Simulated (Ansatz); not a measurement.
# CH2Br2: the cost of one run

Program: Ansatz 0.2.0. Level of theory: the levels named in each step. These are calculated values, not measurements.

## Step 1: The starting structure

Bond lengths: Br1–C2 1.939 Å, C2–Br3 1.939 Å, C2–H4 1.088 Å, C2–H5 1.088 Å. Angles: Br1–C2–Br3 112.4°, Br1–C2–H4 108.2°, Br1–C2–H5 108.2°, Br3–C2–H4 108.2°, Br3–C2–H5 108.1°, H4–C2–H5 111.9°.

As a file:

```xyz
5

Br   -1.6094    0.1181    0.0004
C    -0.0148   -0.9845    0.0299
Br    1.6122    0.0701   -0.0061
H    -0.0217   -1.5663    0.9491
H    -0.0256   -1.6209   -0.8523
```

## Step 2: A rough first relaxation, PBE-D4/def2-SVP

This run stands in another session on the same molecule. It ended at:

```xyz
5

Br   -1.6336    0.1049    0.0007
C    -0.0145   -0.9695    0.0294
Br    1.6360    0.0562   -0.0056
H    -0.0214   -1.5599    0.9598
H    -0.0258   -1.6152   -0.8634
```

## Step 3: Relaxation, PBE0-D4/def2-TZVPP

This run stands in another session on the same molecule. It ended at:

```xyz
5

Br   -1.6086    0.0991    0.0008
C    -0.0145   -0.9743    0.0296
Br    1.6108    0.0511   -0.0054
H    -0.0213   -1.5525    0.9454
H    -0.0256   -1.6069   -0.8494
```

## Step 4: Frequencies, PBE0-D4/def2-TZVPP

The input, input.yaml:

```yaml
crystal:
  periodic: [false, false, false]
  atoms:
    - { symbol: Br, position_ang: [-1.60861676, 0.09908745, 0.0008278] }
    - { symbol: C, position_ang: [-0.01449225, -0.97434805, 0.02958883] }
    - { symbol: Br, position_ang: [1.61079684, 0.05109368, -0.00539184] }
    - { symbol: H, position_ang: [-0.0213413, -1.55246414, 0.94539051] }
    - { symbol: H, position_ang: [-0.02562652, -1.60690893, -0.8494453] }
basis:
  gaussian: { orbitals: def2-TZVPP }
hamiltonian:
  xc: pbe0
  dispersion: d4
phonons: {}
```

Command:

```bash
> ansatz run input.yaml --threads 4 --pin off --max-ram 10240MiB --backend cpu --events-out ev --progress --plain --runs-dir out
```

What time and memory should one allow on 4 threads of Arm Neoverse V2, shared host?

About 51 s, with a peak of 0.4 GiB.
